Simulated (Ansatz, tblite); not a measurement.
# The cluster Rb₂F₃−: isomers from a random search, part 2 of 2

Which shape does the cluster Rb₂F₃− prefer? Candidates from a tight-binding search are relaxed and compared.

Ansatz 0.2.0, Gaussian basis; relaxed with PBE0-D4/def2-SVPD, singlet. The steps go on from the part before.

## 7. Candidate A, PBE0-D4/def2-TZVPD

start.molden holds the orbitals of an earlier run on this state, given as this run's starting guess.

in.yaml

```yaml
crystal:
  periodic: [false, false, false]
  atoms:
    - {symbol: Rb, position_ang: [0.437538, -1.010248, 2.362473]}
    - {symbol: Rb, position_ang: [-0.429557, 1.012985, -2.363213]}
    - {symbol: F, position_ang: [0.841714, -1.986359, 4.625882]}
    - {symbol: F, position_ang: [0.005021, 0.006273, 0.002309]}
    - {symbol: F, position_ang: [-0.854706, 1.977349, -4.627451]}
basis:
  gaussian: {orbitals: def2-TZVPD, initial_orbitals: start.molden}
total_charge: -1
hamiltonian: {xc: pbe0, dispersion: d4}
scf: {omitted_lower_state_checks: [starts]}
output: {orbitals: {seedname: orbitals}}
```

Launch:

```
> ansatz run in.yaml --threads 2 --pin off --events-out ev --progress --plain --max-ram 4352MiB
```

Output:

```text
Functional definition: PBE0
  name "PBE0"
  cite "Adamo & Barone, J. Chem. Phys. 110, 6158 (1999) doi:10.1063/1.478522"
  cite "Perdew, Burke & Ernzerhof, Phys. Rev. Lett. 77, 3865 (1996) doi:10.1103/PhysRevLett.77.3865"
  parent pbe
  parameter a = 0.25
  parameter kappa = 0.804
  parameter beta = 0.06672455060314922
  exchange = (1 - a)*pbe_x(kappa = kappa, mu = beta*pi^2/3) + a*exact_x
  correlation = pbe_c(beta = beta)
these checks for a lower state are left out or cut short: starts
1239 factors; their error is unknown
mean field evaluation 1: about -9458.9444 eV, gradient 2.0e2 eV
mean field evaluation 2: about -9463.4374 eV, gradient 6.4e0 eV
mean field evaluation 4: about -9463.6851 eV, gradient 1.7e-3 eV
mean field -9463.71410773 eV, -347.7850787233 hartree, gradient 7.0e-5 eV, S^2 0.000000; 0 other end points of the search recorded, 0 dependent functions left out
reference -9463.71415030 eV, -347.7850802876 hartree; 23, 23 occupied and 163, 163 virtual orbitals, 1239 factors
Total energy: -9463.75709264 eV, -347.7866583896 hartree
Checks for a lower state left out: starts
```

Wall time 4.6 s (2 threads of Arm Neoverse V2, shared host).

Report: HOMO -3.02 eV, LUMO 1.95 eV.

## 8. Candidate A, PBE-D4/def2-TZVPD

Changes to in.yaml since step 7:

```diff
@@ -11,4 +11,4 @@
 total_charge: -1
-hamiltonian: {xc: pbe0, dispersion: d4}
+hamiltonian: {xc: pbe, dispersion: d4}
 scf: {omitted_lower_state_checks: [starts]}
-output: {orbitals: {seedname: orbitals}}
+output: {forces: true, orbitals: {seedname: orbitals}}
```

The command is unchanged.

Output:

```text
Functional definition: PBE
  name "PBE"
  cite "Perdew, Burke & Ernzerhof, Phys. Rev. Lett. 77, 3865 (1996) doi:10.1103/PhysRevLett.77.3865"
  parent pbe
  parameter kappa = 0.804
  parameter beta = 0.06672455060314922
  exchange = pbe_x(kappa = kappa, mu = beta*pi^2/3)
  correlation = pbe_c(beta = beta)
these checks for a lower state are left out or cut short: starts
1239 factors; their error is unknown
mean field evaluation 1: about -9463.9934 eV, gradient 9.5e0 eV
mean field evaluation 2: about -9464.1252 eV, gradient 2.1e-1 eV
mean field evaluation 4: about -9464.1243 eV, gradient 2.4e-4 eV
mean field -9464.12429069 eV, -347.8001526689 hartree, gradient 6.2e-6 eV, S^2 0.000000; 0 other end points of the search recorded, 0 dependent functions left out
the calculation of the forces begins
reference -9464.12436729 eV, -347.8001554841 hartree; 23, 23 occupied and 163, 163 virtual orbitals, 1239 factors
Total energy: -9464.17427292 eV, -347.8019894822 hartree
Atom 0 at     0.437538    -1.010248     2.362473 Å, force    -0.004321     0.010237    -0.023215 eV/Å
Atom 1 at    -0.429557     1.012985    -2.363213 Å, force     0.005017    -0.011648     0.027827 eV/Å
Atom 2 at     0.841714    -1.986359     4.625882 Å, force     0.017429    -0.041419     0.096078 eV/Å
Atom 3 at     0.005021     0.006273     0.002309 Å, force    -0.000179     0.001546    -0.003745 eV/Å
Atom 4 at    -0.854706     1.977349    -4.627451 Å, force    -0.017946     0.041284    -0.096946 eV/Å
Dipole moment:     0.015143     0.005801    -0.001649 e Å
Checks for a lower state left out: starts
```

It took 4.3 s on 2 threads of Arm Neoverse V2, shared host.

HOMO -1.27 eV, LUMO 1.58 eV.

## 9. Candidate A, r2SCAN-D4/def2-TZVPD

Changes to in.yaml since step 8:

```diff
@@ -11,4 +11,4 @@
 total_charge: -1
-hamiltonian: {xc: pbe, dispersion: d4}
+hamiltonian: {xc: r2scan, dispersion: d4}
 scf: {omitted_lower_state_checks: [starts]}
-output: {forces: true, orbitals: {seedname: orbitals}}
+output: {orbitals: {seedname: orbitals}}
```

Launched as before.

Output:

```text
Functional definition: r2SCAN
  name "r2SCAN"
  cite "Furness, Kaplan, Ning, Perdew & Sun, J. Phys. Chem. Lett. 11, 8208 (2020) doi:10.1021/acs.jpclett.0c02405"
  cite "Furness, Kaplan, Ning, Perdew & Sun, J. Phys. Chem. Lett. 11, 9248 (2020) doi:10.1021/acs.jpclett.0c03077"
  parent r2scan
  parameter k0 = 0.174
  parameter k1 = 0.065
  parameter a1 = 4.9479
  exchange = r2scan_x(k0 = k0, k1 = k1, a1 = a1)
  correlation = r2scan_c
these checks for a lower state are left out or cut short: starts
1239 factors; their error is unknown
mean field evaluation 1: about -9469.1211 eV, gradient 4.1e0 eV
mean field evaluation 2: about -9469.1344 eV, gradient 2.0e-2 eV
mean field evaluation 4: about -9469.1357 eV, gradient 2.2e-5 eV
mean field -9469.13569330 eV, -347.9843183182 hartree, gradient 4.5e-5 eV, S^2 0.000000; 0 other end points of the search recorded, 0 dependent functions left out
reference -9469.13571460 eV, -347.9843191009 hartree; 23, 23 occupied and 163, 163 virtual orbitals, 1239 factors
Total energy: -9469.14583854 eV, -347.9846911488 hartree
Checks for a lower state left out: starts
```

Wall time 5.5 s (2 threads of Arm Neoverse V2, shared host).

From the report: HOMO -1.50 eV, LUMO 2.02 eV.

## 10. Candidate A, BHLYP-D4/def2-TZVPD

Changes to in.yaml since step 9:

```diff
@@ -11,3 +11,3 @@
 total_charge: -1
-hamiltonian: {xc: r2scan, dispersion: d4}
+hamiltonian: {xc: {name: BHLYP}, dispersion: d4}
 scf: {omitted_lower_state_checks: [starts]}
```

The command is unchanged.

Output:

```text
Functional definition: BHLYP
  name "BHLYP"
  cite "Becke, J. Chem. Phys. 98, 1372 (1993) doi:10.1063/1.464304"
  cite "Becke, Phys. Rev. A 38, 3098 (1988) doi:10.1103/PhysRevA.38.3098"
  cite "Lee, Yang & Parr, Phys. Rev. B 37, 785 (1988) doi:10.1103/PhysRevB.37.785"
  parameter a = 0.5
  exchange = (1 - a)*b88_x + a*exact_x
  correlation = lyp_c
these checks for a lower state are left out or cut short: starts
1369 factors; their error is unknown
mean field evaluation 1: about -9466.0751 eV, gradient 6.9e0 eV
mean field evaluation 2: about -9466.1306 eV, gradient 1.5e-1 eV
mean field evaluation 4: about -9466.1888 eV, gradient 7.7e-4 eV
mean field evaluation 8: about -9466.1888 eV, gradient 1.4e-5 eV
mean field -9466.18876694 eV, -347.8760207719 hartree, gradient 2.8e-5 eV, S^2 0.000000; 0 other end points of the search recorded, 0 dependent functions left out
reference -9466.18899807 eV, -347.8760292658 hartree; 23, 23 occupied and 163, 163 virtual orbitals, 1369 factors
Total energy: -9466.28044090 eV, -347.8793897277 hartree
Checks for a lower state left out: starts
```

Wall time 5 s (2 threads of Arm Neoverse V2, shared host).

HOMO -4.88 eV, LUMO 2.10 eV.

## 11. Candidate A, CAM-B3LYP-D4/def2-TZVPD

Changes to in.yaml since step 10:

```diff
@@ -11,3 +11,3 @@
 total_charge: -1
-hamiltonian: {xc: {name: BHLYP}, dispersion: d4}
+hamiltonian: {xc: {name: CAM-B3LYP}, dispersion: d4}
 scf: {omitted_lower_state_checks: [starts]}
```

Same command.

Output:

```text
Functional definition: CAM-B3LYP
  name "CAM-B3LYP"
  cite "Yanai, Tew & Handy, Chem. Phys. Lett. 393, 51 (2004) doi:10.1016/j.cplett.2004.06.011"
  cite "Iikura, Tsuneda, Yanai & Hirao, J. Chem. Phys. 115, 3540 (2001) doi:10.1063/1.1383587"
  cite "Becke, Phys. Rev. A 38, 3098 (1988) doi:10.1103/PhysRevA.38.3098"
  cite "Lee, Yang & Parr, Phys. Rev. B 37, 785 (1988) doi:10.1103/PhysRevB.37.785"
  cite "Vosko, Wilk & Nusair, Can. J. Phys. 58, 1200 (1980) doi:10.1139/p80-159"
  parameter alpha = 0.19
  parameter beta = 0.46
  parameter omega = 0.33/bohr
  parameter ac = 0.81
  # Exact exchange under (alpha + beta erf(omega r))/r, Becke's under what is left of 1/r.
  exchange = (1 - alpha - beta)*b88_x + beta*b88_x_sr(omega) + alpha*exact_x + beta*exact_x_lr(omega)
  correlation = (1 - ac)*vwn5_c + ac*lyp_c
these checks for a lower state are left out or cut short: starts
1239 factors; their error is unknown
550 factors; integrals over basis functions are off by at most 1.8e-5 eV
mean field evaluation 1: about -9469.0344 eV, gradient 7.2e0 eV
mean field evaluation 2: about -9469.0895 eV, gradient 5.0e-2 eV
mean field evaluation 4: about -9469.1106 eV, gradient 7.3e-5 eV
mean field -9469.11057245 eV, -347.9833951438 hartree, gradient 4.7e-5 eV, S^2 0.000000; 0 other end points of the search recorded, 0 dependent functions left out
reference -9469.11072639 eV, -347.9834008009 hartree; 23, 23 occupied and 163, 163 virtual orbitals, 1239 factors
Total energy: -9469.15688618 eV, -347.9850971419 hartree
Checks for a lower state left out: starts
```

Run time: 5.5 s. Hardware: 2 threads of Arm Neoverse V2, shared host.

HOMO -4.65 eV, LUMO 2.14 eV.

## 12. Candidate A, CCSD(T)/def2-TZVPD

Changes to in.yaml since step 11:

```diff
@@ -11,3 +11,3 @@
 total_charge: -1
-hamiltonian: {xc: {name: CAM-B3LYP}, dispersion: d4}
+correlation: {method: ccsd_t}
 scf: {omitted_lower_state_checks: [starts]}
```

Launched as before.

Output:

```text
Functional definition: HF
  name "HF"
  cite "Fock, Z. Phys. 61, 126 (1930) doi:10.1007/BF01340294"
  parent pbe
  exchange = exact_x
  correlation = 0
these checks for a lower state are left out or cut short: starts
1459 factors; integrals over basis functions are off by at most 8.2e-4 eV
mean field evaluation 1: about -9420.6477 eV, gradient 2.5e1 eV
mean field evaluation 2: about -9421.2576 eV, gradient 1.0e0 eV
mean field evaluation 4: about -9421.3646 eV, gradient 2.3e-2 eV
mean field evaluation 8: about -9421.3646 eV, gradient 9.9e-7 eV
mean field -9421.36464624 eV, -346.2287647192 hartree, gradient 8.2e-6 eV, S^2 0.000000; 0 other end points of the search recorded, 0 dependent functions left out
3 core orbitals not correlated: weight in the atoms' cores, before any rotation towards them, 1.000 or more for the frozen orbitals, at most 0.000 for the correlated occupied ones
reference -9421.36464624 eV, -346.2287647192 hartree; 20, 20 occupied and 163, 163 virtual orbitals, 1459 factors
second order -26.78405484 eV of doubles, -0.00000000 eV of singles
cycle   1  -26.09478615 eV  change    6.9e-1 eV  update   1.4e-1
cycle   2  -26.66496839 eV  change   -5.7e-1 eV  update   5.3e-2
cycle   3  -26.81999585 eV  change   -1.6e-1 eV  update   2.4e-2
cycle   4  -26.81121116 eV  change    8.8e-3 eV  update   8.2e-3
cycle   5  -26.80120872 eV  change    1.0e-2 eV  update   4.1e-3
cycle   6  -26.80201297 eV  change   -8.0e-4 eV  update   1.5e-3
cycle   7  -26.80266425 eV  change   -6.5e-4 eV  update   6.4e-4
cycle   8  -26.80245444 eV  change    2.1e-4 eV  update   2.7e-4
cycle   9  -26.80226011 eV  change    1.9e-4 eV  update   9.9e-5
cycle  10  -26.80228275 eV  change   -2.3e-5 eV  update   4.1e-5
perturbative correction -0.78374747 eV, -0.0288021883 hartree
Total energy: -9448.95067647 eV, -347.2425326313 hartree
Checks for a lower state left out: starts
```

Wall time 3 min (2 threads of Arm Neoverse V2, shared host); peak memory 2.7 GiB.

Hartree-Fock HOMO -7.92 eV, LUMO 2.40 eV; T1 0.015.

## 13. A against B

The energies of B at these levels come from its own runs, whose logs aren't repeated here.

```csv
method,A above B (kcal/mol),from CCSD(T)/def2-TZVPD (kcal/mol),time
GFN2-xTB,-3.04,-4.17,0.005 s
HF/def2-TZVPD,-0.98,-2.11,
PBE-D4/def2-TZVPD,0.63,-0.50,8.2 s
r2SCAN-D4/def2-TZVPD,1.22,+0.09,12 s
PBE0-D4/def2-TZVPD,0.48,-0.65,9.5 s
BHLYP-D4/def2-TZVPD,0.90,-0.23,12 s
CAM-B3LYP-D4/def2-TZVPD,0.51,-0.62,11 s
MP2/def2-TZVPD,0.96,-0.17,
CCSD/def2-TZVPD,1.06,-0.07,
CCSD(T)/def2-TZVPD,1.13,0,6.2 min
```

Among the levels timed on like hardware and quicker than the yardstick, those that no quicker one beats, quickest first: GFN2-xTB (0.005 s, -4.17 kcal/mol); PBE-D4/def2-TZVPD (8.2 s, -0.50 kcal/mol); r2SCAN-D4/def2-TZVPD (12 s, +0.09 kcal/mol).

Times add the two runs; a level without a time comes out of a correlated run.

## 14. Summary of results

This closing draws on all 2 parts.

```
                     quantity                    value
A above B, CCSD(T)/def2-TZVPD           +1.13 kcal/mol
      levels that put A lower  GFN2-xTB, HF/def2-TZVPD
```

In words: The levels disagree on A and B: 2 of 10 put A lower. CCSD(T)/def2-TZVPD isn't at the basis-set limit; small misses against it rank nothing. A random search of this size may have missed the true lowest shape. Only singlets are compared; another spin may lie lower and prefer another shape.
